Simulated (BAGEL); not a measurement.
# CH4BFO2 (SMILES COB(O)F): a chain of runs

Aim: a single-point energy (HF/6-31G*), then the energy (NEVPT2(2,2)/6-31G*), then the energy (CASPT2(2,2)/6-31G*) of CH4BFO2. 

The results are computed with BAGEL 1.2.2.

2 further runs of the same task are left out: 2 set aside as unsound or not needed.

### 1 Starting point

The species is CH4BFO2 (9 atoms), meant as a singlet with charge 0. As SMILES, `COB(O)F`. The B3–F5 distance was set to 2.138 Å, away from the relaxed value. At this shape a bond of the SMILES string is far longer than usual.

Bond lengths: C1–O2 1.414 Å, O2–B3 1.344 Å, B3–O4 1.361 Å, C1–H6 1.092 Å, C1–H7 1.091 Å, C1–H8 1.092 Å, O4–H9 0.959 Å. Angles: C1–O2–B3 122.2°, O2–B3–O4 122.7°, O2–C1–H6 108.8°, O2–C1–H7 111.8°, O2–C1–H8 108.7°, B3–O4–H9 112.6°, H6–C1–H7 109.3°, H6–C1–H8 108.7°, H7–C1–H8 109.3°. A long bond or contact: B3–F5 2.138 Å.

### 2 A single-point energy at HF/6-31G(d) (density fitting with svp-jkfit, spherical functions) (run 1)

Input file hf.json:

```json
{ "bagel" : [

{
  "title" : "molecule",
  "basis" : "6-31gs.json",
  "df_basis" : "svp-jkfit",
  "angstrom" : "true",
  "geometry" : [
    { "atom" : "C", "xyz" : [      -0.697958,       0.327626,      -1.869353 ] },
    { "atom" : "O", "xyz" : [      -0.535658,       0.525926,      -0.478853 ] },
    { "atom" : "B", "xyz" : [       0.271742,      -0.248774,       0.266047 ] },
    { "atom" : "O", "xyz" : [       0.991742,      -1.277974,      -0.258753 ] },
    { "atom" : "F", "xyz" : [       0.401500,       0.187700,       2.355300 ] },
    { "atom" : "H", "xyz" : [      -1.750158,       0.121526,      -2.074853 ] },
    { "atom" : "H", "xyz" : [      -0.089358,      -0.501374,      -2.234653 ] },
    { "atom" : "H", "xyz" : [      -0.411758,       1.243326,      -2.390053 ] },
    { "atom" : "H", "xyz" : [       1.519042,      -1.733774,       0.400547 ] }
  ]
},

{ "title" : "hf" },

{ "title" : "print", "file" : "orbitals.molden", "orbitals" : "true" }

]}
```

The basis set 6-31G* is read from a file made from the Basis Set Exchange's data (not shown).

Run with:

```
$ BAGEL_NUM_THREADS=1 BAGEL hf.json > hf.out
```

The log of the run:

```text
* using 1 threads per process

  ===============================================================
  ===============================================================

  *** Geometry ***

  { "atom" : "C", "xyz" : [     -1.318949,      0.619123,     -3.532565 ] },
  { "atom" : "O", "xyz" : [     -1.012247,      0.993856,     -0.904901 ] },
  { "atom" : "B", "xyz" : [      0.513518,     -0.470115,      0.502756 ] },
  { "atom" : "O", "xyz" : [      1.874121,     -2.415021,     -0.488972 ] },
  { "atom" : "F", "xyz" : [      0.758725,      0.354702,      4.450872 ] },
  { "atom" : "H", "xyz" : [     -3.307319,      0.229651,     -3.920904 ] },
  { "atom" : "H", "xyz" : [     -0.168862,     -0.947460,     -4.222882 ] },
  { "atom" : "H", "xyz" : [     -0.778110,      2.349546,     -4.516546 ] },
  { "atom" : "H", "xyz" : [      2.870573,     -3.276358,      0.756924 ] },

  Number of auxiliary basis functions:      453

  Since a DF basis is specified, we compute 2- and 3-index integrals:
    o Being stored without compression. Storage requirement is 0.022 GB

  Number of basis functions:       78
  Number of electrons      :       40

    * METHOD: MOLECULE                             0.22

  *** RHF ***

  === Nuclear Repulsion ===
   157.4734869616

      * DIIS with orbital gradients will be used.

  === RHF iteration (6-31gs.json) ===
      0       -313.69840116          0.02616720           0.06
      1       -313.88584645          0.01903715           0.06
      2       -314.03927099          0.00217464           0.06
      3       -314.04185253          0.00106093           0.06
      4       -314.04250395          0.00025517           0.06
      5       -314.04258486          0.00009021           0.06
      6       -314.04259818          0.00003236           0.06
      7       -314.04259973          0.00000800           0.06
      8       -314.04259978          0.00000366           0.06
      9       -314.04259979          0.00000123           0.06
     10       -314.04259979          0.00000052           0.06
     11       -314.04259979          0.00000019           0.06
     12       -314.04259979          0.00000007           0.06
     13       -314.04259979          0.00000004           0.06
     14       -314.04259979          0.00000002           0.06
     15       -314.04259979          0.00000001           0.06
    * SCF iteration converged.

    * Permanent dipole moment:
           (   -0.186813,     0.825945,     2.100417) a.u.

    * METHOD: HF                                   1.14

    * METHOD: PRINT                                0.01

  ===============================================================
```

Wall time 1.5 s (1 thread of Arm Neoverse V1, shared host); peak memory 0.14 GiB.

### 3 The energy at NEVPT2(2,2)/6-31G(d) (density fitting with svp-jkfit, spherical functions) (run 2)

Input file job.json:

```json
{ "bagel" : [

{
  "title" : "molecule",
  "basis" : "6-31gs.json",
  "df_basis" : "svp-jkfit",
  "angstrom" : true,
  "geometry" : [
    { "atom" : "C", "xyz" : [      -0.697958,       0.327626,      -1.869353 ] },
    { "atom" : "O", "xyz" : [      -0.535658,       0.525926,      -0.478853 ] },
    { "atom" : "B", "xyz" : [       0.271742,      -0.248774,       0.266047 ] },
    { "atom" : "O", "xyz" : [       0.991742,      -1.277974,      -0.258753 ] },
    { "atom" : "F", "xyz" : [       0.401500,       0.187700,       2.355300 ] },
    { "atom" : "H", "xyz" : [      -1.750158,       0.121526,      -2.074853 ] },
    { "atom" : "H", "xyz" : [      -0.089358,      -0.501374,      -2.234653 ] },
    { "atom" : "H", "xyz" : [      -0.411758,       1.243326,      -2.390053 ] },
    { "atom" : "H", "xyz" : [       1.519042,      -1.733774,       0.400547 ] }
  ]
},

{ "title" : "hf" },

{ "title" : "nevpt2", "nstate" : 1, "nact" : 2, "nclosed" : 19, "active" : [20, 21], "maxiter" : 200, "natocc" : true, "ncore" : 5 },

{ "title" : "print", "file" : "orbitals.molden", "orbitals" : true }

]}
```

The basis set 6-31G* is read from a file made from the Basis Set Exchange's data (not shown).

Run with:

```
$ BAGEL_NUM_THREADS=1 BAGEL job.json > job.out
```

The log of the run:

```text
* using 1 threads per process

  ===============================================================
  ===============================================================

  *** Geometry ***

  { "atom" : "C", "xyz" : [     -1.318949,      0.619123,     -3.532565 ] },
  { "atom" : "O", "xyz" : [     -1.012247,      0.993856,     -0.904901 ] },
  { "atom" : "B", "xyz" : [      0.513518,     -0.470115,      0.502756 ] },
[... 5 lines of this table left out ...]
  { "atom" : "H", "xyz" : [      2.870573,     -3.276358,      0.756924 ] },

  Number of auxiliary basis functions:      453

  Since a DF basis is specified, we compute 2- and 3-index integrals:
    o Being stored without compression. Storage requirement is 0.022 GB

[... 18 lines left out ...]
    * SCF iteration converged.
[... 1 line left out ...]
    * Permanent dipole moment:
[... 28 lines left out ...]
    * Second-order optimization converged. *

     guess   0:   closed 1.                   open ..

  === FCI iteration ===

      0  0      -314.03444285     1.07e-01      0.00
      1  0      -314.07832380     2.54e-02      0.00
      2  0 *    -314.08299486     1.10e-15      0.00

     * ci vector, state   0, <S^2> = 0.0000
       2.     0.9740788778
       .2    -0.2262086201

  === DF-NEVPT2 calculation ===

    * 3-index integral transformation done
    * assembly done

      NEVPT2 correlation energy:   -0.6978812361      0.20

          (+0)     -0.5928710635
          (+0)'    -0.0413914755
          (+1)     -0.0180654048
          (+1)'    -0.0000000000
          (+2)     -0.0006953048
          (-1)     -0.0410385754
          (-1)'     0.0000000000
          (-2)     -0.0038194120

      NEVPT2 total energy:       -314.7808760967

    * METHOD: NEVPT2                               8.42

    * METHOD: PRINT                                0.01

  ===============================================================
```

Wall time 9.9 s (1 thread of Arm Neoverse V1, shared host); peak memory 0.14 GiB.

### 4 A single-point energy at CASPT2(2,2)/6-31G(d) (density fitting with svp-jkfit, spherical functions) (run 3)

Input file input.json:

```json
{ "bagel": [

{
  "title": "molecule",
  "basis": "6-31gs.json",
  "df_basis": "svp-jkfit",
  "angstrom": "true",
  "geometry": [
    { "atom": "C", "xyz": [      -0.697958,       0.327626,      -1.869353 ] },
    { "atom": "O", "xyz": [      -0.535658,       0.525926,      -0.478853 ] },
    { "atom": "B", "xyz": [       0.271742,      -0.248774,       0.266047 ] },
    { "atom": "O", "xyz": [       0.991742,      -1.277974,      -0.258753 ] },
    { "atom": "F", "xyz": [       0.401500,       0.187700,       2.355300 ] },
    { "atom": "H", "xyz": [      -1.750158,       0.121526,      -2.074853 ] },
    { "atom": "H", "xyz": [      -0.089358,      -0.501374,      -2.234653 ] },
    { "atom": "H", "xyz": [      -0.411758,       1.243326,      -2.390053 ] },
    { "atom": "H", "xyz": [       1.519042,      -1.733774,       0.400547 ] }
  ]
},

{ "title": "hf" },

{ "title": "casscf", "nstate": 1, "nact": 2, "nclosed": 19, "nspin": 0, "active": [20, 21], "maxiter": 200, "natocc": "true" },

{ "title": "print", "file": "orbitals.molden", "orbitals": "true" },

{ "title": "smith", "method": "caspt2", "ms": "true", "xms": "true", "sssr": "true", "shift": 0.2, "shift_imag": "true", "ncore": 5 }

]}
```

The basis set 6-31G* is read from a file made from the Basis Set Exchange's data (not shown).

Run with:

```
$ BAGEL_NUM_THREADS=1 BAGEL input.json > input.out
```

The log of the run:

```text
* using 1 threads per process

  ===============================================================
  ===============================================================

  *** Geometry ***

  { "atom" : "C", "xyz" : [     -1.318949,      0.619123,     -3.532565 ] },
  { "atom" : "O", "xyz" : [     -1.012247,      0.993856,     -0.904901 ] },
  { "atom" : "B", "xyz" : [      0.513518,     -0.470115,      0.502756 ] },
[... 5 lines of this table left out ...]
  { "atom" : "H", "xyz" : [      2.870573,     -3.276358,      0.756924 ] },

  Number of auxiliary basis functions:      453

  Since a DF basis is specified, we compute 2- and 3-index integrals:
    o Being stored without compression. Storage requirement is 0.022 GB

[... 18 lines left out ...]
    * SCF iteration converged.
[... 1 line left out ...]
    * Permanent dipole moment:
[... 27 lines left out ...]
    * Second-order optimization converged. *
[... 9 lines left out ...]
     * ci vector, state   0, <S^2> = 0.0000
[... 16 lines left out ...]
    * Zeroth order energy : state  0       -0.8924480525
[... 4 lines left out ...]
       #      aibj      arbs      arbi      airj      risj      airs      arst      rist         Etot      error   time
[... 2 lines left out ...]
       0  -0.59182  -0.00449  -0.04028  -0.01952  -0.00089  -0.03767  -0.00000  -0.00000   -0.6946670  0.0018913   0.12
       1  -0.59217  -0.00452  -0.04048  -0.01987  -0.00095  -0.03832  -0.00000   0.00000   -0.6963020  0.0002735   0.10
       2  -0.59217  -0.00452  -0.04045  -0.01989  -0.00096  -0.03836  -0.00000  -0.00000   -0.6963475  0.0000498   0.10
       3  -0.59217  -0.00452  -0.04045  -0.01989  -0.00096  -0.03836  -0.00000  -0.00000   -0.6963486  0.0000096   0.10
       4  -0.59217  -0.00452  -0.04045  -0.01989  -0.00096  -0.03836   0.00000   0.00000   -0.6963486  0.0000017   0.10
       5  -0.59217  -0.00452  -0.04045  -0.01989  -0.00096  -0.03836  -0.00000   0.00000   -0.6963486  0.0000004   0.11

      ------------------------------------------------------------------------------------------------------------------

    * CASPT2 energy : state  0     -314.7818340773
        w/o shift correction       -314.7793434679
        reference weight              0.8371867841

    * METHOD: SMITH                                0.90

  ===============================================================
```

It took 11 s on 1 thread of Arm Neoverse V1, shared host; peak memory 0.21 GiB.

### 5 Outcome

| quantity | value |
| --- | --- |
| run 1, HF/6-31G*: total energy | -314.04260 Eh |
| run 1, HF/6-31G*: dipole moment | 5.76 D |
| run 1, HF/6-31G*: HOMO energy | -12.73 eV |
| run 1, HF/6-31G*: LUMO energy | 2.99 eV |
| run 1, HF/6-31G*: HOMO–LUMO gap | 15.72 eV |
| run 2, NEVPT2(2,2)/6-31G*: total energy | -314.78088 Eh |
| run 3, CASPT2(2,2)/6-31G*: total energy | -314.78183 Eh |
